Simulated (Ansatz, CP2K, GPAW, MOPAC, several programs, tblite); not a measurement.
# GaP from cheap methods to r2SCAN

Aim: run GaP through methods of unlike cost and see what each gets, and at what price.

Program: MOPAC, tblite, CP2K, GPAW, Ansatz (versions at each run). Level of theory: no spin polarisation, static lattice; gaps from single points on the cell relaxed beforehand with r²SCAN. These are calculated values, not measurements.

### 1 The starting structure

It takes space group F-43m (No. 216, cubic). The conventional cell has a = 5.451 Å, b = 5.451 Å, c = 5.451 Å, α = 90.00°, β = 90.00°, γ = 90.00°. Around Ga (site symmetry -43m) lie 4 P at 2.36 Å. Around P (site symmetry -43m) lie 4 Ga at 2.36 Å.

As a file:

```cif
data_structure
_symmetry_space_group_name_H-M 'P 1'
_symmetry_Int_Tables_number 1
_cell_length_a 3.8543
_cell_length_b 3.8543
_cell_length_c 3.8543
_cell_angle_alpha 60.000
_cell_angle_beta 60.000
_cell_angle_gamma 60.000
_cell_volume 40.49
loop_
_atom_site_label
_atom_site_type_symbol
_atom_site_fract_x
_atom_site_fract_y
_atom_site_fract_z
_atom_site_occupancy
Ga1 Ga 0.00000 0.00000 0.00000 1
P1 P 0.25000 0.25000 0.25000 1
```

**Question.** The methods are PM6, PM7, GFN1-xTB (tblite), GFN2-xTB (tblite), PBE/DZVP, PBE/single-zeta, PBE/SZV, coarse PBE, GLLB-SC, PBE, r2SCAN. What gap does r2SCAN give on this cell, and which other methods (full PBE left aside) come nearest to r2SCAN and farthest in gap, volume and bulk modulus?

| quantity | value |
| --- | --- |
| r2SCAN | gap 1.84 eV, 20.24 Å³/atom, B₀ 88 GPa |
| gap: nearest and farthest of the other methods | PBE/single-zeta (-0.02 eV), PM7 (+4.43 eV) |
| volume: nearest and farthest of the other methods | PBE/DZVP (+3.7 %), PBE/SZV (+7.9 %) |
| bulk modulus: nearest and farthest of the other methods | PBE/DZVP, PBE/SZV (about 12 % off) |

In words: For the gap, of the 8 methods compared (full PBE left aside), PBE/single-zeta comes nearest to r2SCAN and PM7 is farthest. Among the 2 methods compared for the volume (full PBE left aside), PBE/DZVP is nearest to r2SCAN and PBE/SZV farthest. For the bulk modulus (full PBE left aside), PBE/DZVP, PBE/SZV tie for nearest to r2SCAN. A minimal basis or a coarse cutoff and mesh shifts results by its own error, so closeness to r2SCAN can be chance. Cluster runs see only the k-points that fold onto the zone centre, so their gaps can miss the band edges. GLLB-SC is compared with its derivative discontinuity added. PM6 ended in an unphysical state and is left out of the comparison. No volume is given for PM7, GFN1-xTB (tblite), GFN2-xTB (tblite), PBE/single-zeta, coarse PBE, which can hide a larger miss. CPU times run from 0.66 s (coarse PBE) to 18 s (PBE/DZVP). On this cell PM6, PM7, PBE/DZVP cost more than r2SCAN itself (4.4 s), so they are no saving here. r2SCAN is a yardstick, not the truth: it usually gives gaps below the measured ones. Against the measured gap of GaP, 2.34 eV (indirect; 10 K; quoted in “Stacking defects in GaP nanowires: Electronic structure and optical properties”, 2018, arxiv:1810.01194), the calculated 1.84 eV is off by -0.50 eV. That value is r2SCAN's. Of all methods here PBE/SZV lies nearest to the measured gap (2.16 eV), which may be luck in a method this rough. A measured bulk modulus of GaP is 87.5 GPa (“Phosphorous dimerization in GaP at high pressure”, 2017, arxiv:1709.06667); the calculated 88 GPa misses it by +0.5 %. That value is r2SCAN's, at fixed shape and without vibrations.
